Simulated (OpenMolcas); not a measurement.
# Ni²⁺ in KZnF3: CASSCF and CASPT2 levels and susceptibility

Which state of Ni²⁺ lies lowest among these ligands, how large is the field, and what χT follows?

The numbers are computed with OpenMolcas 26.06 (state-averaged CASSCF and CASPT2, spin-orbit coupling by RASSI with atomic mean-field integrals), except any that are marked as measured or tabulated.

## Step 1: The system

```
Species                           : Ni²⁺ (nickel, Z = 28, 26 electrons)
Basis                             : ANO-RCC-VDZP [5s4p2d1f], 142 functions with the ligands
Scalar Hamiltonian                : DKH2, point nucleus
Inactive shells                   : 1s 2s 2p 3s 3p of the metal, and all ligand shells
Active space                      : 8 electrons in 5 orbitals (3d)
Some configurations of this space : 3d8
Orbitals                          : optimised for each spin and parity, averaged over all roots
```

Outer shells as boxes (Hund's rule):

3d8
```
3d [↑↓][↑↓][↑↓][↑ ][↑ ]
```

Ni²⁺ is taken with its 6 nearest fluoride ions at 2.098 Å, on the cation site of KZnF3 (a = 4.054 Å). The rest of the host is ab initio model potentials to 7.6 Å, with orthogonalisation functions on the cations behind the ligands, and point charges beyond; the distance is set by hand, nothing relaxes, and no local charge compensation is placed. Ligand basis ANO-RCC-VDZP.

```xyz
15

Ni    0.0000    0.0000    0.0000
F     2.0980    0.0000    0.0000
F     0.0000    2.0980    0.0000
F    -2.0980    0.0000    0.0000
F     0.0000   -2.0980    0.0000
F     0.0000    0.0000    2.0980
F     0.0000    0.0000   -2.0980
K     2.0270   -2.0270   -2.0270
K    -2.0270    2.0270    2.0270
K     2.0270   -2.0270    2.0270
K    -2.0270    2.0270   -2.0270
K     2.0270    2.0270   -2.0270
K    -2.0270   -2.0270    2.0270
K     2.0270    2.0270    2.0270
K    -2.0270   -2.0270   -2.0270
```

Each step is its own input file, run in one work folder so that later steps find the files of earlier ones. Labels, J, g values, rates, χT and fits are worked out afterwards by a script from the matrices that RASSI stores.

## Step 2: One- and two-electron integrals

The input, a.inp:

```
&GATEWAY
Basis set
Ni.ANO-RCC-VDZP.
Ni1 0.0 0.0 0.0 Angstrom
End of basis
Basis set
F.ANO-RCC-VDZP.
L1 2.098000 0.000000 0.000000 Angstrom
L2 0.000000 2.098000 0.000000 Angstrom
L3 0.000000 0.000000 2.098000 Angstrom
End of basis
Basis set
Zn.EMB-AIMP.Lopez-Moraza.11s8p.1s1p.ECP.KZnF3.
PseudoCharge
* 3 symmetry-unique lattice sites within 7.6 angstrom
End of basis
Basis set
K.EMB-AIMP.Lopez-Moraza.0s.0s.ECP.KZnF3.
PseudoCharge
* 16 symmetry-unique lattice sites within 7.6 angstrom
End of basis
Basis set
Zn.EMB-AIMP.Lopez-Moraza.0s.0s.ECP.KZnF3.
PseudoCharge
* 10 symmetry-unique lattice sites within 7.6 angstrom
End of basis
Basis set
F.EMB-AIMP.Lopez-Moraza.0s.0s.ECP.KZnF3.
PseudoCharge
* 39 symmetry-unique lattice sites within 7.6 angstrom
End of basis
Symmetry
XYZ
AngMom=0.0 0.0 0.0
AMFI
RICD
XField
1521 Angstrom 0
* Evjen-weighted lattice charges
&SEWARD
```

The run is started by

```console
$ OMP_NUM_THREADS=1 MOLCAS_MEM=2457 MOLCAS_PROJECT=a pymolcas a.inp > a.log
```

## Step 3: Reference wave functions, triplets, 10 roots

The input, a.inp:

```
&RASSCF
FileOrb=start.orb
Symmetry=1
Spin=3
nActEl=8 0 0
Inactive=18 21
Ras2=5 0
CIRoot=10 10 1
SDav=10
CIMx=300
Iter=150 100
PrWF=0.3
OrbListing=Nothing
MaxOrb=0
LevShft=1.0
>>> COPY $Project.JobIph JOB001
```

start.orb holds start orbitals that the driver prepared beforehand, or those of the step before.

## Step 4: Reference wave functions, singlets, 15 roots

The input, a.inp:

```
&RASSCF
FileOrb=start.orb
Symmetry=1
Spin=1
nActEl=8 0 0
Inactive=18 21
Ras2=5 0
CIRoot=15 15 1
SDav=15
CIMx=300
Iter=150 100
PrWF=0.3
OrbListing=Nothing
MaxOrb=0
LevShft=1.0
>>> COPY $Project.JobIph JOB002
```

## Step 5: State interaction with spin-orbit coupling

The input, a.inp:

```
&RASSI
NrOfJobIphs=2 10 15
1 2 3 4 5 6 7 8 9 10
1 2 3 4 5 6 7 8 9 10 11 12 13 14 15
IphNames
JOB001
JOB002
EJob
SpinOrbit
DIPRint=1.0
SOCoupling=1000.0
Subsets=2
Property=9
'ANGMOM' 1 'ANGMOM' 2 'ANGMOM' 3 'MLTPL  1' 1 'MLTPL  1' 2 'MLTPL  1' 3
'AMFI' 1 'AMFI' 2 'AMFI' 3
SOProperty=3
'ANGMOM' 1 'ANGMOM' 2 'ANGMOM' 3
```

## Step 6: CASPT2: IPEA 0.25, imaginary shift 0.1 (closed shells correlated: 3s 3p of the metal, with ligand shells; the Frozen line counts the rest)

The input, a.inp:

```
>>> COPY JOB001 $Project.JobIph
&CASPT2
Multistate=10 1 2 3 4 5 6 7 8 9 10
NoMult
Frozen=5 6
IPEA=0.25
Imaginary=0.1
MaxIter=60
WThr=0.0 0.3 0.05
PrWF=0.5
NoMix
>>> COPY JOB002 $Project.JobIph
&CASPT2
Multistate=15 1 2 3 4 5 6 7 8 9 10 11 12 13 14 15
NoMult
Frozen=5 6
IPEA=0.25
Imaginary=0.1
MaxIter=60
WThr=0.0 0.3 0.05
PrWF=0.5
NoMix
```

(Steps that only read results are left out.)

Before running it: what results should come out? Wanted: spin-free ground state; first state of the same spin within the active space; lowest level; next level.

**Answer**, as computed:

```
                                            quantity                                                                                                                                          value
                                              method  SS-CASPT2, IPEA 0.25, imaginary shift 0.1 (closed shells correlated: 3s 3p of the metal, with ligand shells; the Frozen line counts the rest)
                              spin-free ground state                                                                                                                3A2, 1-fold in its orbital part
first state of the same spin within the active space                                                                                                                               3T2 at 6420 cm⁻¹
                                        lowest level                                                                                                                                      3-fold T2
                                          next level                                                                                                                                    6141.9 cm⁻¹
                                         χT at 300 K                                                                                                                                 1.48 cm³ K/mol
                           effective moment at 300 K                                                                                                                                        3.44 μB
```

Cost by method:

```tsv
method	time of its own steps	time with the reference
A. CASSCF	17 s	17 s
B. SS-CASPT2, IPEA 0.25, imaginary shift 0.1, +3s 3p	93 s	1.8 min
```

Times are of one thread on a shared host.

The spin-free ground state (3A2) comes to 100 % from free-ion F terms and keeps the highest spin of the shell. χT at 300 K is 1.48, against 1.00 cm³ K/mol for the spin alone, so orbital moment adds to it. CASPT2 does not keep the components of a term degenerate, and the means are used. With one d shell, CASPT2 may overshoot the field of a late 3d ion.
